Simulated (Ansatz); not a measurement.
Write a Python script for Ansatz's Python interface that makes a phonon calculation by finite displacements of Ti, space group P6/mmm. Level of theory: PBEsol, PAW, cutoff 517 eV, 7×7×10 k-points, Gaussian smearing of 0.1 eV.

```cif
data_structure
_symmetry_space_group_name_H-M 'P 1'
_symmetry_Int_Tables_number 1
_cell_length_a 4.6000
_cell_length_b 4.6000
_cell_length_c 2.8200
_cell_angle_alpha 90.000
_cell_angle_beta 90.000
_cell_angle_gamma 120.000
_cell_volume 51.68
loop_
_atom_site_label
_atom_site_type_symbol
_atom_site_fract_x
_atom_site_fract_y
_atom_site_fract_z
_atom_site_occupancy
Ti1 Ti 0.00000 0.00000 0.00000 1
Ti2 Ti 0.33333 0.66667 0.50000 1
Ti3 Ti 0.66667 0.33333 0.50000 1
```

The script, `phonons_ti.py`:
```python
"""Phonons of Ti by finite displacements."""

from pathlib import Path
import warnings

import ansatz as az
import numpy as np

XC = "PBEsol"
FILLING = "gaussian"
MESH = (7, 7, 10)

warnings.simplefilter("ignore", az.DeckWarning)

lattice = az.Lattice.of(
    (4.6, 0.0, 0.0),
    (-2.3, 3.98372, 0.0),
    (0.0, 0.0, 2.82),
)
sites = [
    ("Ti", (0.0, 0.0, 0.0)),
    ("Ti", (1 / 3, 2 / 3, 0.5)),
    ("Ti", (2 / 3, 1 / 3, 0.5)),
]
system = az.Crystal(lattice=lattice)
for symbol, position in sites:
    system = system.atom(symbol, position)

# the cell itself: zone-centre modes alone
job = (
    system.calculation()
    .functional(XC)
    .basis(38 * az.Ry)
    .occupations(FILLING)  # fractional filling near the Fermi level
    .kpoints(*MESH)
    .phonons("fd", supercell=1)
)
outcome = job.run(threads=1, runs_dir="phonon_runs")
folder = Path(outcome.output_folder) / "results"
ph = outcome.phonons

print("modes at Gamma (1/cm):", np.round(ph.gamma_omega_inv_cm, 1) + 0.0)
print(f"{ph.n_members} displaced supercells, sum-rule residual {ph.asr_residual_pre_ev_ang2:.1e} eV/A^2")
optical = np.sort(ph.gamma_omega_inv_cm)
print("imaginary modes at Gamma:", int((optical < -10).sum()), "- highest mode", round(float(optical[-1]), 1), "1/cm")
```

```console
$ python phonons_ti.py
modes at Gamma (1/cm): [  0.    0.    0.  129.3 129.3 136.  181.6 181.6 215.7]
3 displaced supercells, sum-rule residual 5.7e-04 eV/A^2
imaginary modes at Gamma: 0 - highest mode 215.7 1/cm
```

Reading the output:
- The cell isn't relaxed first, so the values belong to this volume.
- For a metal this k-point mesh is coarse: on a finer one energies can move by several to tens of meV an atom and pressures by half a GPa or more, differences at one mesh by less.
- This isn't the structure that Ti takes at ambient conditions.
- The structure is taken as given and the supercell is small; imaginary modes can come from an unrelaxed or unstable start. Phonons of metals also depend on mesh and smearing.
- Finished in 52 s on 1 thread of Arm Neoverse V2, with other jobs on the host, peak memory 0.59 GiB.

(Lines on the test bed's own set-up are left out of the output.)
